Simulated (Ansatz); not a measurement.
**SnSbH₅: single points off equilibrium**

One table from this session's results is given with a row withheld; the runs are named, their logs left out.

Program: Ansatz 0.2.0, Gaussian basis. Level of theory: single points in def2-TZVPP. These are calculated values, not measurements.

Correlated methods freeze the cores. Filled d shells of the heavier atoms are correlated. Core potentials replace the inner electrons past krypton, and spin-orbit coupling is left out.

## Starting geometry

7 atoms, charge 0, spin multiplicity 1.

Atoms are counted from 1 here; the program's logs count them from 0.

Bond lengths: Sn1–Sb2 2.666 Å, Sn1–H3 1.728 Å, Sn1–H4 1.627 Å, Sn1–H5 1.720 Å, Sb2–H6 1.570 Å, Sb2–H7 1.665 Å. Angles: Sb2–Sn1–H3 115.6°, Sb2–Sn1–H4 116.6°, Sb2–Sn1–H5 121.6°, H3–Sn1–H4 107.4°, H3–Sn1–H5 98.5°, H4–Sn1–H5 93.7°, Sn1–Sb2–H6 90.0°, Sn1–Sb2–H7 96.4°, H6–Sb2–H7 93.3°.

Coordinates:

| atom | x (Å) | y (Å) | z (Å) |
| --- | --- | --- | --- |
| Sn1 | -0.6616 | -0.5000 | -0.3774 |
| Sb2 | 1.5702 | 0.0422 | 0.9761 |
| H3 | -1.9973 | -1.0456 | 0.5741 |
| H4 | -0.5179 | -1.5134 | -1.6420 |
| H5 | -1.4762 | 0.7067 | -1.2926 |
| H6 | 0.8730 | 1.2913 | 1.6237 |
| H7 | 2.2970 | 0.9459 | -0.2184 |

Set-up of the first run:

run/in.yaml

```yaml
crystal:
  periodic: [false, false, false]
  atoms:
    - {symbol: Sn, position_ang: [-0.661600, -0.500000, -0.377400]}
    - {symbol: Sb, position_ang: [1.570200, 0.042200, 0.976100]}
    - {symbol: H, position_ang: [-1.997300, -1.045600, 0.574100]}
    - {symbol: H, position_ang: [-0.517900, -1.513400, -1.642000]}
    - {symbol: H, position_ang: [-1.476200, 0.706700, -1.292600]}
    - {symbol: H, position_ang: [0.873000, 1.291300, 1.623700]}
    - {symbol: H, position_ang: [2.297000, 0.945900, -0.218400]}
basis:
  gaussian: {orbitals: def2-TZVPP}
correlation: {method: ccsd_t}
output: {forces: true}
```

No record of the launch command was kept for these runs.

Among the steps run: CCSD(T)/def2-TZVPP; PBE0-D4/def2-TZVPP; wB97M-V/def2-TZVPP; r2SCAN-D4/def2-TZVPP; PBE-D4/def2-TZVPP; LC-wPBE/def2-TZVPP; revPBE-D4/def2-TZVPP.

One table of the session follows, with a row left open; its other results are not shown here.

| method | RMS force component (eV/Å) | angle to CCSD(T) forces (°) | dipole (D) |
| --- | --- | --- | --- |
| CCSD(T) | 0.963 | reference | 1.21 |
| PBE0-D4 | 1.014 | 4.9 | 1.22 |
| wB97M-V | 0.966 | 1.8 | 1.24 |
| r2SCAN-D4 | ? | ? | ? |
| PBE-D4 | 1.085 | 10.3 | 1.24 |
| LC-wPBE | 0.938 | 3.8 | 1.16 |
| revPBE-D4 | 1.107 | 10.9 | 1.28 |

Estimate the missing values for r2SCAN-D4.

As computed: RMS force component (eV/Å): 1.013; angle to CCSD(T) forces (°): 5.1; dipole (D): 1.22. In the column «RMS force component (eV/Å)» it lies between wB97M-V (0.966) and PBE0-D4 (1.014).
